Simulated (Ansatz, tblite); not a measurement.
# [Cu(NH3)3]+ (CuN3H9+): one state, many levels

Aim: run the singlet of [Cu(NH3)3]+ (CuN3H9+) at one geometry on many levels, and compare frontier levels, spin and run time.

Program: Ansatz 0.2.0, Gaussian basis. Level of theory: as each input shows. These are calculated values, not measurements.

The runs, in order: GFN1-xTB, GFN2-xTB, PBE-D4/def2-TZVP, r2SCAN-D4/def2-TZVP, r2SCANh-D4/def2-TZVP, LC-ωPBE/def2-TZVP, BLYP-D4/def2-TZVP, PBE-QIDH/def2-TZVP, B97M-V/def2-TZVP, CAM-B3LYP-D4/def2-TZVP, ωB97X-V/def2-TZVP, PBE-D4/def2-SVP, PBE0-D4/def2-SVP, HF/STO-3G, HF/6-31G, B3LYP-D4/6-31G, CCSD(T)/def2-TZVP, RPA/def2-TZVP.

## 1. The structure

The geometry is that of the singlet, from an earlier relaxation (PBE-D4/def2-SVP).

13 atoms, charge 1, spin multiplicity 1.

Bond lengths: Cu1–N2 2.041 Å, Cu1–N6 2.040 Å, Cu1–N10 2.039 Å, N2–H3 1.031 Å, N2–H4 1.032 Å, N2–H5 1.032 Å, N6–H7 1.032 Å, N6–H8 1.032 Å, N6–H9 1.031 Å, N10–H11 1.031 Å, N10–H12 1.032 Å, N10–H13 1.032 Å. Angles: N2–Cu1–N6 119.6°, N2–Cu1–N10 120.0°, N6–Cu1–N10 120.4°, Cu1–N2–H3 114.7°, Cu1–N2–H4 112.9°, Cu1–N2–H5 113.0°, H3–N2–H4 105.1°, H3–N2–H5 105.2°, H4–N2–H5 105.1°, Cu1–N6–H7 112.8°, Cu1–N6–H8 113.0°, Cu1–N6–H9 114.8°, H7–N6–H8 105.0°, H7–N6–H9 105.2°, H8–N6–H9 105.2°, Cu1–N10–H11 114.7°, Cu1–N10–H12 112.9°, Cu1–N10–H13 113.0° and more.

Formally the metal is d10. No spin-orbit coupling is included. The ion is computed in the gas phase, without counter-ions or solvent.

PBE0-D4/def2-TZVP was run before; its log isn't repeated, and its numbers join the tables.

## 2. GFN1-xTB

Tight binding, by tblite at 300 K electronic temperature and without a spin-polarisation term:

```python
tblite.interface.Calculator('GFN1-xTB', numbers, positions, charge=1, uhf=0).singlepoint()
```

Energy -507.3272 eV, HOMO -15.05 eV, LUMO -9.27 eV; 0.006 s.

## 3. GFN2-xTB

Tight binding, by tblite at 300 K electronic temperature and without a spin-polarisation term:

```python
tblite.interface.Calculator('GFN2-xTB', numbers, positions, charge=1, uhf=0).singlepoint()
```

Energy -459.3090 eV, HOMO -12.97 eV, LUMO -6.20 eV; 0.004 s.

## 4. PBE-D4/def2-TZVP

start.molden holds the orbitals of an earlier run on this state, given as this run's starting guess.

The input, in.yaml:

```yaml
crystal:
  periodic: [false, false, false]
  atoms:
    - {symbol: Cu, position_ang: [-0.004436, -0.002600, -0.002865]}
    - {symbol: N, position_ang: [2.036943, -0.008124, -0.013055]}
    - {symbol: H, position_ang: [2.465365, -0.945138, -0.049646]}
    - {symbol: H, position_ang: [2.443105, 0.441592, 0.821943]}
    - {symbol: H, position_ang: [2.437735, 0.503116, -0.814473]}
    - {symbol: N, position_ang: [-1.008531, 1.773599, -0.002717]}
    - {symbol: H, position_ang: [-1.585944, 1.907019, 0.841812]}
    - {symbol: H, position_ang: [-1.664920, 1.865633, -0.793245]}
    - {symbol: H, position_ang: [-0.407174, 2.609531, -0.052844]}
    - {symbol: N, position_ang: [-1.028854, -1.765784, 0.013236]}
    - {symbol: H, position_ang: [-2.054968, -1.668316, -0.009173]}
    - {symbol: H, position_ang: [-0.830367, -2.337249, 0.848971]}
    - {symbol: H, position_ang: [-0.797943, -2.373299, -0.787953]}
basis:
  gaussian: {orbitals: def2-TZVP, initial_orbitals: start.molden}
total_charge: 1
hamiltonian: {xc: pbe, dispersion: d4}
scf: {omitted_lower_state_checks: [starts]}
output: {orbitals: {seedname: orbitals}}
```

Started as:

```bash
$ ansatz run in.yaml --threads 4 --pin off --events-out ev --progress --plain --max-ram 3916MiB
```

The runs that follow: r2SCAN-D4/def2-TZVP; r2SCANh-D4/def2-TZVP; LC-ωPBE/def2-TZVP; BLYP-D4/def2-TZVP; PBE-QIDH/def2-TZVP; B97M-V/def2-TZVP; CAM-B3LYP-D4/def2-TZVP; ωB97X-V/def2-TZVP; PBE-D4/def2-SVP; PBE0-D4/def2-SVP; HF/STO-3G; HF/6-31G; B3LYP-D4/6-31G; CCSD(T)/def2-TZVP; RPA/def2-TZVP.

Q: Predict the results of all the runs planned. Wanted: gap in def2-TZVP, named functionals, smallest and largest; correlation energy, CCSD(T)/def2-TZVP; PBE0 total energy, smallest basis above largest.

As calculated:

| quantity | value |
| --- | --- |
| gap in def2-TZVP, named functionals, smallest and largest | 3.17 eV (BLYP-D4), 10.67 eV (LC-ωPBE) |
| correlation energy, CCSD(T)/def2-TZVP | -30.71 eV |
| PBE0 total energy, smallest basis above largest | 11.83 eV (def2-SVP, def2-TZVP) |

Over the named functionals in def2-TZVP the gap runs from 3.17 eV (BLYP-D4) to 10.67 eV (LC-ωPBE); exact exchange widens it.
